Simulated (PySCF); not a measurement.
**A gas-phase reaction: H4OSi + Cl2H2Si → ClH5OSi2 + ClH**

What reaction energy should one expect for `O[SiH3]` + `Cl[SiH2]Cl` → `[SiH3]O[SiH2]Cl` + `Cl`?

Computed with PySCF 2.14.0; each step states its level. No surroundings beyond the atoms listed, unless a continuum is named. Atoms count from 0, parts from 1.

## 1. Starting point

Each species was relaxed by itself at PBE0-D3(BJ)/def2-SVPD.

## 2. Energies of the species: wB97M-D3(BJ)/def2-TZVPD

Job settings and geometry (Å):

```
{"job": {"kind": "react", "xc": "wB97M-D3(BJ)", "basis": "def2-TZVPD"}, "charge": 0, "multiplicity": 1}
-1 H4OSi charge 0 multiplicity 1
Si    -0.426290    -0.022580     0.051060
O      1.212240    -0.211550     0.360580
H     -0.771240     1.413950    -0.173840
H     -1.120480    -0.533890     1.262010
H     -0.842200    -0.805680    -1.151790
H      1.834900     0.068430    -0.313360

-1 Cl2H2Si charge 0 multiplicity 1
Cl     0.980740     1.325140    -1.008940
Si    -0.126180    -0.012070     0.110170
Cl     0.655190    -1.909930    -0.119190
H     -0.014880     0.368440     1.537020
H     -1.514930    -0.013910    -0.404130

+1 ClH5OSi2 charge 0 multiplicity 1
Si     0.844580     0.765070    -1.089670
O     -0.106560    -0.467220    -0.465360
Si    -0.867050    -0.931630     0.919510
Cl    -0.694990     0.576210     2.345460
H      0.111810     2.059530    -1.004660
H      1.116780     0.416320    -2.510250
H      2.120200     0.852410    -0.324030
H     -0.212200    -2.139440     1.478110
H     -2.311910    -1.130610     0.652480

+1 ClH charge 0 multiplicity 1
Cl     0.644680    -0.002920    -0.006880
H     -0.643440     0.004530     0.007170
```

Level: wB97M-D3(BJ)/def2-TZVPD reaction energy of separated species, gas phase.

Launch:

```
$ OMP_NUM_THREADS=1 python cluster_run.py task.json out
```

One launch serves the whole session: the jobs run in the order shown.

What it wrote:

```text
species 1 (H4OSi)
coarse grid: 21480 points
cycle   1  E = -367.1688158707  dE = -1.047e-01  |g| = 6.541e-01  |ddm| = 1.653e+00
cycle   2  E = -367.1468428540  dE =  2.197e-02  |g| = 7.799e-01  |ddm| = 6.950e-01
cycle   3  E = -367.2485053554  dE = -1.017e-01  |g| = 3.328e-02  |ddm| = 3.546e-01
cycle   4  E = -367.2487710400  dE = -2.657e-04  |g| = 9.090e-03  |ddm| = 3.786e-02
cycle   5  E = -367.2487924656  dE = -2.143e-05  |g| = 1.523e-03  |ddm| = 1.276e-02
cycle   6  E = -367.2487933002  dE = -8.346e-07  |g| = 3.489e-04  |ddm| = 2.914e-03
final grid: 44624 points
cycle   7  E = -367.2487582301  dE = -6.904e-08  |g| = 1.265e-04  |ddm| = 1.175e-03
cycle   8  E = -367.2487582367  dE = -6.665e-09  |g| = 5.487e-05  |ddm| = 2.197e-04
cycle   9  E = -367.2487582375  dE = -8.121e-10  |g| = 1.707e-05  |ddm| = 5.438e-05
converged SCF energy = -367.2487582375

species 2 (Cl2H2Si)
coarse grid: 23992 points
cycle   1  E = -1211.3219557459  dE =  1.087e-01  |g| = 3.848e-01  |ddm| = 1.637e+00
cycle   2  E = -1211.3422251765  dE = -2.027e-02  |g| = 3.325e-01  |ddm| = 6.030e-01
cycle   3  E = -1211.3684198937  dE = -2.619e-02  |g| = 1.906e-02  |ddm| = 2.649e-01
cycle   4  E = -1211.3685336754  dE = -1.138e-04  |g| = 4.859e-03  |ddm| = 2.738e-02
cycle   5  E = -1211.3685486033  dE = -1.493e-05  |g| = 1.248e-03  |ddm| = 1.215e-02
cycle   6  E = -1211.3685492955  dE = -6.923e-07  |g| = 3.575e-04  |ddm| = 1.757e-03
final grid: 46168 points
cycle   7  E = -1211.3684787441  dE = -9.534e-08  |g| = 1.954e-04  |ddm| = 1.484e-03
cycle   8  E = -1211.3684787569  dE = -1.275e-08  |g| = 1.175e-04  |ddm| = 3.068e-04
cycle   9  E = -1211.3684787608  dE = -3.913e-09  |g| = 2.618e-05  |ddm| = 9.354e-05
cycle  10  E = -1211.3684787614  dE = -6.312e-10  |g| = 1.156e-05  |ddm| = 6.928e-05
converged SCF energy = -1211.3684787614

species 3 (ClH5OSi2)
coarse grid: 36680 points
cycle   1  E = -1117.6489365309  dE =  1.062e-01  |g| = 7.470e-01  |ddm| = 2.259e+00
cycle   2  E = -1117.6244391386  dE =  2.450e-02  |g| = 8.877e-01  |ddm| = 8.768e-01
cycle   3  E = -1117.7568932226  dE = -1.325e-01  |g| = 6.822e-02  |ddm| = 4.688e-01
cycle   4  E = -1117.7579164462  dE = -1.023e-03  |g| = 2.840e-02  |ddm| = 8.910e-02
cycle   5  E = -1117.7580919327  dE = -1.755e-04  |g| = 3.974e-03  |ddm| = 2.650e-02
cycle   6  E = -1117.7580973864  dE = -5.454e-06  |g| = 9.712e-04  |ddm| = 8.104e-03
final grid: 73672 points
cycle   7  E = -1117.7580312961  dE = -3.976e-07  |g| = 5.083e-04  |ddm| = 3.519e-03
cycle   8  E = -1117.7580313502  dE = -5.411e-08  |g| = 3.312e-04  |ddm| = 8.964e-04
cycle   9  E = -1117.7580313715  dE = -2.131e-08  |g| = 6.626e-05  |ddm| = 2.697e-04
cycle  10  E = -1117.7580313734  dE = -1.920e-09  |g| = 4.275e-05  |ddm| = 1.004e-04
cycle  11  E = -1117.7580313740  dE = -5.741e-10  |g| = 1.122e-05  |ddm| = 5.661e-05
converged SCF energy = -1117.7580313740

species 4 (ClH)
coarse grid: 8792 points
cycle   1  E = -460.8503332105  dE = -8.165e-02  |g| = 2.169e-01  |ddm| = 7.239e-01
cycle   2  E = -460.8625127457  dE = -1.218e-02  |g| = 1.397e-01  |ddm| = 2.651e-01
cycle   3  E = -460.8670521550  dE = -4.539e-03  |g| = 1.358e-02  |ddm| = 9.818e-02
cycle   4  E = -460.8670932381  dE = -4.108e-05  |g| = 3.364e-03  |ddm| = 9.545e-03
cycle   5  E = -460.8670994865  dE = -6.248e-06  |g| = 8.516e-04  |ddm| = 3.915e-03
final grid: 17120 points
cycle   6  E = -460.8670682112  dE = -3.715e-07  |g| = 3.676e-04  |ddm| = 8.891e-04
cycle   7  E = -460.8670682575  dE = -4.627e-08  |g| = 1.618e-04  |ddm| = 3.981e-04
cycle   8  E = -460.8670682641  dE = -6.572e-09  |g| = 4.221e-05  |ddm| = 1.295e-04
cycle   9  E = -460.8670682654  dE = -1.315e-09  |g| = 3.973e-06  |ddm| = 6.531e-05
cycle  10  E = -460.8670682654  dE = -2.217e-12  |g| = 8.165e-07  |ddm| = 3.312e-06
converged SCF energy = -460.8670682654

Reaction energy = -5.412 kcal/mol
```

It took 29 s on 1 thread of Intel Xeon Platinum 8259CL at 2.50GHz, shared host; peak memory 0.79 GiB.

Species by species (with the dispersion term, which the log's SCF energies lack):

```tsv
ν	species	energy (Eh)	HOMO (eV)
-1	O[SiH3]	-367.25264	-11.19
-1	Cl[SiH2]Cl	-1211.37370	-11.47
+1	[SiH3]O[SiH2]Cl	-1117.76736	-11.10
+1	Cl	-460.86761	-11.93
```

## 3. Reaction energy: PBE0-D3(BJ)/def2-TZVPD

The job, as its differences from that of step 2:

```diff
@@ -1,2 +1,2 @@
-{"job": {"kind": "react", "xc": "wB97M-D3(BJ)", "basis": "def2-TZVPD"}, "charge": 0, "multiplicity": 1}
+{"job": {"kind": "react", "xc": "PBE0", "basis": "def2-TZVPD", "disp": "d3bj"}, "charge": 0, "multiplicity": 1}
 -1 H4OSi charge 0 multiplicity 1
```

Level: PBE0-D3(BJ)/def2-TZVPD reaction energy of separated species, gas phase.

What it wrote:

```text
species 1 (H4OSi)
coarse grid: 5192 points
cycle   1  E = -366.9025214046  dE = -4.114e-02  |g| = 7.018e-01  |ddm| = 1.658e+00
cycle   2  E = -366.7142820915  dE =  1.882e-01  |g| = 1.212e+00  |ddm| = 9.237e-01
cycle   3  E = -366.9888022118  dE = -2.745e-01  |g| = 5.294e-02  |ddm| = 6.175e-01
cycle   4  E = -366.9894024040  dE = -6.002e-04  |g| = 1.057e-02  |ddm| = 4.173e-02
cycle   5  E = -366.9894203313  dE = -1.793e-05  |g| = 1.262e-03  |ddm| = 7.502e-03
cycle   6  E = -366.9894207632  dE = -4.319e-07  |g| = 2.327e-04  |ddm| = 1.542e-03
final grid: 44624 points
cycle   7  E = -366.9884025191  dE = -1.196e-05  |g| = 3.331e-03  |ddm| = 1.347e-02
cycle   8  E = -366.9883999560  dE =  2.563e-06  |g| = 5.008e-03  |ddm| = 3.895e-03
cycle   9  E = -366.9884041984  dE = -4.242e-06  |g| = 3.052e-04  |ddm| = 2.414e-03
cycle  10  E = -366.9884042129  dE = -1.453e-08  |g| = 4.267e-05  |ddm| = 1.915e-04
cycle  11  E = -366.9884042132  dE = -2.552e-10  |g| = 6.475e-06  |ddm| = 3.348e-05
converged SCF energy = -366.9884042132

species 2 (Cl2H2Si)
coarse grid: 6112 points
cycle   1  E = -1210.7780964160  dE =  1.086e-01  |g| = 3.105e-01  |ddm| = 1.661e+00
cycle   2  E = -1210.7663015073  dE =  1.179e-02  |g| = 3.816e-01  |ddm| = 5.914e-01
cycle   3  E = -1210.8032955715  dE = -3.699e-02  |g| = 3.546e-02  |ddm| = 3.192e-01
cycle   4  E = -1210.8035215054  dE = -2.259e-04  |g| = 1.178e-02  |ddm| = 2.610e-02
cycle   5  E = -1210.8035542644  dE = -3.276e-05  |g| = 2.140e-03  |ddm| = 1.000e-02
cycle   6  E = -1210.8035552264  dE = -9.620e-07  |g| = 5.738e-04  |ddm| = 2.074e-03
final grid: 46168 points
cycle   7  E = -1210.8046441134  dE = -1.314e-05  |g| = 3.549e-03  |ddm| = 1.802e-02
cycle   8  E = -1210.8046440856  dE =  2.780e-08  |g| = 2.947e-03  |ddm| = 4.608e-03
cycle   9  E = -1210.8046456146  dE = -1.529e-06  |g| = 4.631e-04  |ddm| = 2.609e-03
cycle  10  E = -1210.8046456767  dE = -6.205e-08  |g| = 8.734e-05  |ddm| = 3.885e-04
cycle  11  E = -1210.8046456786  dE = -1.894e-09  |g| = 1.563e-05  |ddm| = 7.531e-05
cycle  12  E = -1210.8046456786  dE = -6.435e-11  |g| = 4.434e-06  |ddm| = 1.296e-05
converged SCF energy = -1210.8046456786

species 3 (ClH5OSi2)
coarse grid: 9064 points
cycle   1  E = -1117.0296689985  dE =  1.346e-01  |g| = 7.633e-01  |ddm| = 2.359e+00
cycle   2  E = -1116.8070282965  dE =  2.226e-01  |g| = 1.320e+00  |ddm| = 1.084e+00
cycle   3  E = -1117.1292473482  dE = -3.222e-01  |g| = 1.100e-01  |ddm| = 7.604e-01
cycle   4  E = -1117.1315704022  dE = -2.323e-03  |g| = 4.836e-02  |ddm| = 1.260e-01
cycle   5  E = -1117.1320919621  dE = -5.216e-04  |g| = 7.323e-03  |ddm| = 4.115e-02
cycle   6  E = -1117.1321021699  dE = -1.021e-05  |g| = 2.038e-03  |ddm| = 7.258e-03
cycle   7  E = -1117.1321032184  dE = -1.048e-06  |g| = 3.067e-04  |ddm| = 1.843e-03
final grid: 73672 points
cycle   8  E = -1117.1325819259  dE = -1.268e-05  |g| = 5.752e-03  |ddm| = 2.960e-02
cycle   9  E = -1117.1325725765  dE =  9.349e-06  |g| = 9.086e-03  |ddm| = 7.759e-03
cycle  10  E = -1117.1325869462  dE = -1.437e-05  |g| = 6.932e-04  |ddm| = 4.932e-03
cycle  11  E = -1117.1325870172  dE = -7.103e-08  |g| = 1.050e-04  |ddm| = 4.721e-04
cycle  12  E = -1117.1325870198  dE = -2.576e-09  |g| = 3.103e-05  |ddm| = 1.266e-04
cycle  13  E = -1117.1325870200  dE = -2.474e-10  |g| = 8.668e-06  |ddm| = 3.007e-05
converged SCF energy = -1117.1325870200

species 4 (ClH)
coarse grid: 2248 points
cycle   1  E = -460.6537839338  dE = -4.644e-02  |g| = 1.882e-01  |ddm| = 7.411e-01
cycle   2  E = -460.6558526853  dE = -2.069e-03  |g| = 1.902e-01  |ddm| = 3.151e-01
cycle   3  E = -460.6653814637  dE = -9.529e-03  |g| = 1.506e-02  |ddm| = 1.513e-01
cycle   4  E = -460.6654035208  dE = -2.206e-05  |g| = 2.693e-03  |ddm| = 7.323e-03
cycle   5  E = -460.6654050687  dE = -1.548e-06  |g| = 1.111e-03  |ddm| = 2.553e-03
final grid: 17120 points
cycle   6  E = -460.6658903239  dE = -4.429e-06  |g| = 2.164e-03  |ddm| = 7.337e-03
cycle   7  E = -460.6658903534  dE = -2.950e-08  |g| = 1.795e-03  |ddm| = 2.512e-03
cycle   8  E = -460.6658909711  dE = -6.177e-07  |g| = 1.533e-04  |ddm| = 1.363e-03
cycle   9  E = -460.6658909780  dE = -6.901e-09  |g| = 2.147e-05  |ddm| = 1.086e-04
cycle  10  E = -460.6658909781  dE = -1.015e-10  |g| = 4.934e-06  |ddm| = 1.681e-05
converged SCF energy = -460.6658909781

Reaction energy = -4.036 kcal/mol
```

Wall time 16 s (1 thread of Intel Xeon Platinum 8259CL at 2.50GHz, shared host); peak memory 0.65 GiB.

Reaction energy at this level: -4.04 kcal/mol.

## 4. Energies of the species: MP2/def2-TZVPD

The job, as its differences from that of step 3:

```diff
@@ -1,2 +1,2 @@
-{"job": {"kind": "react", "xc": "PBE0", "basis": "def2-TZVPD", "disp": "d3bj"}, "charge": 0, "multiplicity": 1}
+{"job": {"kind": "react", "xc": "MP2", "basis": "def2-TZVPD"}, "charge": 0, "multiplicity": 1}
 -1 H4OSi charge 0 multiplicity 1
```

Level: MP2/def2-TZVPD reaction energy of separated species, gas phase.

What it wrote:

```text
species 1 (H4OSi)
final grid: 44624 points
cycle   1  E = -366.1490686503  dE = -2.082e-01  |g| = 5.094e-01  |ddm| = 1.609e+00
cycle   2  E = -366.1899538831  dE = -4.089e-02  |g| = 3.206e-01  |ddm| = 4.181e-01
cycle   3  E = -366.2073467780  dE = -1.739e-02  |g| = 4.203e-02  |ddm| = 1.600e-01
cycle   4  E = -366.2079622184  dE = -6.154e-04  |g| = 7.725e-03  |ddm| = 4.691e-02
cycle   5  E = -366.2079894298  dE = -2.721e-05  |g| = 1.418e-03  |ddm| = 1.248e-02
cycle   6  E = -366.2079906675  dE = -1.238e-06  |g| = 3.822e-04  |ddm| = 2.859e-03
cycle   7  E = -366.2079907664  dE = -9.888e-08  |g| = 9.912e-05  |ddm| = 6.814e-04
cycle   8  E = -366.2079907732  dE = -6.838e-09  |g| = 2.234e-05  |ddm| = 2.089e-04
cycle   9  E = -366.2079907736  dE = -3.326e-10  |g| = 4.458e-06  |ddm| = 4.975e-05
converged SCF energy = -366.2079907736

species 2 (Cl2H2Si)
final grid: 46168 points
cycle   1  E = -1209.1841251215  dE =  9.684e-02  |g| = 3.874e-01  |ddm| = 1.609e+00
cycle   2  E = -1209.2273588999  dE = -4.323e-02  |g| = 2.002e-01  |ddm| = 4.763e-01
cycle   3  E = -1209.2375713638  dE = -1.021e-02  |g| = 3.096e-02  |ddm| = 1.763e-01
cycle   4  E = -1209.2380702182  dE = -4.989e-04  |g| = 7.461e-03  |ddm| = 4.877e-02
cycle   5  E = -1209.2381040283  dE = -3.381e-05  |g| = 1.802e-03  |ddm| = 1.298e-02
cycle   6  E = -1209.2381066325  dE = -2.604e-06  |g| = 6.382e-04  |ddm| = 2.693e-03
cycle   7  E = -1209.2381069552  dE = -3.227e-07  |g| = 1.597e-04  |ddm| = 9.811e-04
cycle   8  E = -1209.2381069744  dE = -1.912e-08  |g| = 3.030e-05  |ddm| = 3.153e-04
cycle   9  E = -1209.2381069750  dE = -6.446e-10  |g| = 6.377e-06  |ddm| = 6.756e-05
converged SCF energy = -1209.2381069750

species 3 (ClH5OSi2)
final grid: 73672 points
cycle   1  E = -1115.2652461382  dE =  6.619e-03  |g| = 6.063e-01  |ddm| = 2.217e+00
cycle   2  E = -1115.3329096767  dE = -6.766e-02  |g| = 3.743e-01  |ddm| = 5.713e-01
cycle   3  E = -1115.3576379552  dE = -2.473e-02  |g| = 6.037e-02  |ddm| = 2.310e-01
cycle   4  E = -1115.3588391654  dE = -1.201e-03  |g| = 1.723e-02  |ddm| = 7.990e-02
cycle   5  E = -1115.3589278746  dE = -8.871e-05  |g| = 3.473e-03  |ddm| = 1.874e-02
cycle   6  E = -1115.3589339977  dE = -6.123e-06  |g| = 9.766e-04  |ddm| = 6.036e-03
cycle   7  E = -1115.3589347221  dE = -7.244e-07  |g| = 3.036e-04  |ddm| = 1.642e-03
cycle   8  E = -1115.3589347926  dE = -7.046e-08  |g| = 7.597e-05  |ddm| = 5.097e-04
cycle   9  E = -1115.3589347972  dE = -4.580e-09  |g| = 1.528e-05  |ddm| = 1.826e-04
cycle  10  E = -1115.3589347973  dE = -1.742e-10  |g| = 3.287e-06  |ddm| = 3.306e-05
converged SCF energy = -1115.3589347973

species 4 (ClH)
final grid: 17120 points
cycle   1  E = -460.0817350586  dE = -1.009e-01  |g| = 2.132e-01  |ddm| = 7.101e-01
cycle   2  E = -460.0969051232  dE = -1.517e-02  |g| = 8.401e-02  |ddm| = 2.053e-01
cycle   3  E = -460.0986384971  dE = -1.733e-03  |g| = 1.826e-02  |ddm| = 5.472e-02
cycle   4  E = -460.0988470634  dE = -2.086e-04  |g| = 6.315e-03  |ddm| = 1.638e-02
cycle   5  E = -460.0988770632  dE = -3.000e-05  |g| = 1.289e-03  |ddm| = 7.398e-03
cycle   6  E = -460.0988782793  dE = -1.216e-06  |g| = 2.808e-04  |ddm| = 1.659e-03
cycle   7  E = -460.0988783325  dE = -5.327e-08  |g| = 4.150e-05  |ddm| = 4.895e-04
cycle   8  E = -460.0988783333  dE = -7.294e-10  |g| = 7.806e-06  |ddm| = 6.177e-05
converged SCF energy = -460.0988783333

Reaction energy = -6.152 kcal/mol
```

Wall time 7.3 s (1 thread of Intel Xeon Platinum 8259CL at 2.50GHz, shared host); peak memory 0.49 GiB.

Reaction energy at this level: -6.15 kcal/mol.

## 5. Side by side

Energies in kcal/mol, with wall time:

```tsv
run	reaction	time
wB97M-D3(BJ)/def2-TZVPD	-5.41	29 s
PBE0-D3(BJ)/def2-TZVPD	-4.04	16 s
MP2/def2-TZVPD	-6.15	7.3 s
```

## 6. Summary of results

| quantity | value |
| --- | --- |
| reaction energy (wB97M-D3(BJ)/def2-TZVPD) | -5.41 kcal/mol |
| ΔH, ΔG at 298 K (xTB thermal terms) | -7.0, -6.7 kcal/mol |
| range of the reaction energy over the runs of this table | -6.15 to -4.04 kcal/mol |

The reaction is exothermic by 7.0 kcal/mol in the gas phase; dispersion gives -0.48, and xTB itself gave -9.83 for the electronic energy (xTB energies and thermal terms come from the earlier relaxation of each species, not shown). No barrier was sought. The reaction energy runs from -6.15 (MP2/def2-TZVPD) to -4.04 kcal/mol (PBE0-D3(BJ)/def2-TZVPD).
